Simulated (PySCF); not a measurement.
# A diatomic session: TeCl

One job finds the state of TeCl, follows it along the bond with each method and fits the curves.

Method: Te x2c-SVPall, Cl x2c-SVPall, spin-free X2C with a Gaussian nucleus; program: PySCF 2.14.0.

### Step 1. Input

A driver script around PySCF takes these settings:

```
atoms                         : Te, Cl
charge                        : 0
basis                         : Te x2c-SVPall, Cl x2c-SVPall
Hamiltonian                   : spin-free X2C with a Gaussian nucleus
basis functions               : 54
electrons treated             : 69
masses in u                   : 129.9062, 34.9689
levels                        : PBE0, PBE, r²SCAN, B3LYP, B97-3, r²SCANh, LC-ωPBE, HF, MP2, SCS-MP2, CCSD, CCSD(T)
grid                          : 80 radial by 434 angular points
occupations                   : held fixed by the projection of orbital angular momentum
dissociation limit            : Te + Cl, each in its ground configuration
starting distance in angstrom : 2.290
values of 2S to try           : 1, 3
```

On the command line:

```bash
OMP_NUM_THREADS=1 python dia.py task.json out
```

The runs that follow: First curve: PBE0; Other states along the same grid; PBE; r²SCAN; B3LYP (global hybrid GGA); B97-3; r²SCANh (hybrid meta-GGA); LC-ωPBE (range-separated hybrid); UHF (mean field); MP2 and coupled cluster.

Q: Predict the outcome of this session. Wanted: for each run, Re; ωe; De; μ.

**Answer**, as computed:

Lowest PBE0 solution found, without spin–orbit coupling: ²Π (doublet), unpaired electrons π ↑. State 2 has its PBE0 minimum 1.13 eV higher. The other levels ran on the lowest alone.

| level | Re (Å) | ωe (cm⁻¹) | De (eV) | μ (D) |
| --- | --- | --- | --- | --- |
| UHF | 2.365 | 387 | 1.05 | -2.33 |
| UHF-CCSD | 2.376 | 370 | 1.96 | n/a |
| UHF-CCSD(T) | 2.382 | 364 | 2.07 | n/a |
| PBE | 2.373 | 367 | 2.94 | -1.46 |
| r²SCAN | 2.362 | 375 | 2.65 | -1.64 |
| r²SCANh | 2.356 | 381 | 2.56 | -1.70 |
| B3LYP | 2.375 | 368 | 2.59 | -1.66 |
| PBE0 | 2.350 | 384 | 2.64 | -1.70 |
| B97-3 | 2.365 | 376 | 2.59 | -1.77 |
| LC-ωPBE | 2.328 | 403 | 2.37 | -1.91 |

De is counted to Te + Cl in their ground configurations. A positive dipole means Te(−)Cl(+). No constants: UHF-MP2 (the points don't follow one smooth fit); UHF-SCS-MP2 (the points don't follow one smooth fit).

Differences from CCSD(T) in the same basis:

| level | Re (mÅ) | ωe (%) |
| --- | --- | --- |
| UHF | -17 | +6.2 |
| UHF-CCSD | -6 | +1.6 |
| PBE | -10 | +0.7 |
| r²SCAN | -20 | +3.1 |
| r²SCANh | -27 | +4.5 |
| B3LYP | -7 | +1.1 |
| PBE0 | -32 | +5.5 |
| B97-3 | -17 | +3.2 |
| LC-ωPBE | -54 | +10.8 |

**Reading.** Against CCSD(T) in the same basis, the bond length is nearest at UHF-CCSD (-6 mÅ) and farthest at LC-ωPBE (-54 mÅ); the wavenumber is nearest at PBE (+0.7 %) and farthest at LC-ωPBE (+10.8 %). Hartree–Fock makes the bond too short and too stiff against this reference, as it mostly does. CCSD(T) in a basis this small is itself some way from its limit, more so than the functionals. Of the levels with a De here, UHF gives the least (1.05 eV) and PBE the most (2.94 eV).

Correlated steps freeze 23 core orbitals. These are scalar-relativistic numbers at best; spin–orbit coupling would shift them, the dissociation energy most. With spin–orbit coupling the term label itself may not hold.
